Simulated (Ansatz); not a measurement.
Consider a comparison of functionals at one structure of YbH₃, space group Fm-3m (Ansatz's Python interface).

`run_xc.py`:
```python
'''Functional comparison for YbH3 (totals differ with the potentials too).'''

import csv

import ansatz as az
from ase import Atoms

atoms = Atoms(
    ['Yb', 'H', 'H', 'H'],
    scaled_positions=[
        (0.0, 0.0, 0.0),
        (0.75, 0.75, 0.75),
        (0.25, 0.25, 0.25),
        (0.5, 0.5, 0.5),
    ],
    cell=[
        (0.0, 2.604971, 2.604971),
        (2.604971, 0.0, 2.604971),
        (2.604971, 2.604971, 0.0),
    ],
    pbc=True,
)
structure = az.Crystal.from_ase(atoms)

setup = (
    structure.calculation()
    .basis(19 * az.Ha)
    .kpoints(8, 8, 8)
    .occupations('fermi_dirac', width=150 * az.meV)
    .stress()
)

rows = []
for value in ['r2scan', 'lda', 'pbe']:
    rep = setup.functional(value).run(threads=1).report
    rows.append((value, rep['free_energy_ev'] / len(rep['lattice']['sites']), rep['n_iterations'], sum(rep['stress_gpa'][i][i] for i in range(3)) / 3, rep['n_kpoints']))

with open('xc.csv', 'w', newline='') as handle:
    writer = csv.writer(handle)
    writer.writerow(['functional', 'F/atom (eV)', 'iterations', 'P (GPa)', 'k-points'])
    writer.writerows([round(v, 5) if isinstance(v, float) else v for v in row] for row in rows)
print(open('xc.csv').read())
```

Which functional puts this cell under the lowest pressure, and which under the highest?

From lowest to highest: LDA (-11.2 GPa), r2SCAN (-6.6 GPa) and PBE (-5.1 GPa). At a fixed cell a lower pressure usually means a smaller equilibrium volume, so LDA prefers the smallest cell and PBE the largest.

The run itself:

Output of `python run_xc.py`:
```text
functional,F/atom (eV),iterations,P (GPa),k-points
r2scan,-3463.92145,10,-6.63274,29
lda,-3402.39959,7,-11.2484,29
pbe,-3461.06303,7,-5.12628,29
```

Caveats:
- Semilocal functionals put the nearly full 4f shell of Yb too close to the Fermi level.
- The mesh is modest for a metal, so energies can be off by several to tens of meV an atom and pressures by half a GPa or more; differences at equal mesh fare better.
- A Fermi-Dirac width this large means warm electrons, whose thermal share enters the free energy.
- Pressure is positive in compression.
- At these settings the cell as given stands under about -5 GPa, so it isn't at this functional's equilibrium volume.
- The structure comes from a database of computed cells and needn't be a stable or known phase.
- Total energies of different functionals can't be compared; pressures, moments and gaps at this one structure can.
- Hardware and time: 8.1 s on 1 thread of Arm Neoverse V1, with other jobs on the host, peak memory 0.5 GiB.

(Lines on the test bed's own set-up are left out of the output.)
